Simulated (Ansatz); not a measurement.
# C₃H₈AlCl: up Jacob's ladder to CCSD(T)

The task here is to estimate one member of a computed series from the others.

Method: functionals in def2-TZVPP, the program's frozen cores in correlated methods; program: Ansatz 0.2.0, Gaussian basis.

Levels to be run: PBE-D4, r2SCAN-D4, PBE0-D4, B3LYP-D4, ωB97X-V, ωB97M-V, B2PLYP; CCSD(T)/def2-TZVPP; MP2/def2-QZVPP; extrapolation to the limit.

### The geometry

An earlier PBE0-D4 in a triple-zeta def2 set relaxation fixed the geometry.

SMILES `C[CH]([AlH2])CCl`, 13 atoms, charge 0, spin multiplicity 1.

Atoms are counted from 1 here; the program's logs count them from 0.

Bond lengths: C1–C2 1.528 Å, C1–H6 1.094 Å, C1–H7 1.093 Å, C1–H8 1.095 Å, C2–Al3 1.977 Å, C2–C4 1.504 Å, C2–H9 1.102 Å, Al3–H10 1.590 Å, Al3–H11 1.587 Å, C4–Cl5 1.810 Å, C4–H12 1.091 Å, C4–H13 1.090 Å. Angles: C2–C1–H6 111.2°, C2–C1–H7 111.6°, C2–C1–H8 111.5°, H6–C1–H7 107.8°, H6–C1–H8 107.1°, H7–C1–H8 107.4°, C1–C2–Al3 111.8°, C1–C2–C4 113.3°, C1–C2–H9 108.2°, Al3–C2–C4 111.8°, Al3–C2–H9 103.3°, C4–C2–H9 107.7°, C2–Al3–H10 120.8°, C2–Al3–H11 118.3°, H10–Al3–H11 120.8°, C2–C4–Cl5 113.2°, C2–C4–H12 112.1°, C2–C4–H13 112.7° and more.

The first run:

in.yaml

```yaml
crystal:
  periodic: [false, false, false]
  atoms:
    - {symbol: C, position_ang: [-1.344204, -0.535272, -0.163359]}
    - {symbol: C, position_ang: [-0.015219, -0.003139, 0.372194]}
    - {symbol: Al, position_ang: [1.477817, -1.245012, 0.000673]}
    - {symbol: C, position_ang: [0.293522, 1.396230, -0.085734]}
    - {symbol: Cl, position_ang: [-0.921056, 2.615684, 0.475476]}
    - {symbol: H, position_ang: [-2.179494, 0.094034, 0.156290]}
    - {symbol: H, position_ang: [-1.540234, -1.552520, 0.184013]}
    - {symbol: H, position_ang: [-1.356630, -0.555346, -1.258168]}
    - {symbol: H, position_ang: [-0.067968, 0.007826, 1.473085]}
    - {symbol: H, position_ang: [2.899547, -0.696956, -0.453156]}
    - {symbol: H, position_ang: [1.230359, -2.800696, 0.197494]}
    - {symbol: H, position_ang: [0.294319, 1.481042, -1.173746]}
    - {symbol: H, position_ang: [1.249641, 1.759525, 0.289838]}
basis:
  gaussian: {orbitals: def2-TZVPP}
hamiltonian: {xc: pbe, dispersion: d4}
output: {forces: true, orbitals: {seedname: orbitals}}
```

Command:

```console
$ ansatz run in.yaml --threads 4 --pin off --events-out ev --progress --plain --max-ram 10444MiB
```

Steps of the session up to this table: PBE-D4 (GGA); r2SCAN-D4 (meta-GGA); PBE0-D4 (hybrid); B3LYP-D4 (hybrid); ωB97X-V (range-separated); ωB97M-V (range-separated); B2PLYP (double hybrid); CCSD(T) in def2-TZVPP; MP2 in def2-QZVPP.

One table of the session follows, with a row left open; its other results are not shown here.

It belongs to the step «Atomisation energies». 

| method | atomisation energy (eV) |
| --- | --- |
| PBE-D4 | 47.560 |
| r2SCAN-D4 | ? |
| PBE0-D4 | 47.104 |
| B3LYP-D4 | 46.868 |
| ωB97X-V | 47.075 |
| ωB97M-V | 47.096 |
| B2PLYP | 46.359 |
| HF/def2-TZVPP | 35.265 |
| MP2/def2-TZVPP | 46.337 |
| CCSD/def2-TZVPP | 45.291 |
| CCSD(T)/def2-TZVPP | 45.881 |
| MP2/CBS | 47.421 |
| CCSD(T)/CBS | 46.965 |

**Question.** Estimate the row for r2SCAN-D4.

As computed: atomisation energy (eV): 47.082. In the column «atomisation energy (eV)» it lies between ωB97X-V (47.075) and ωB97M-V (47.096).
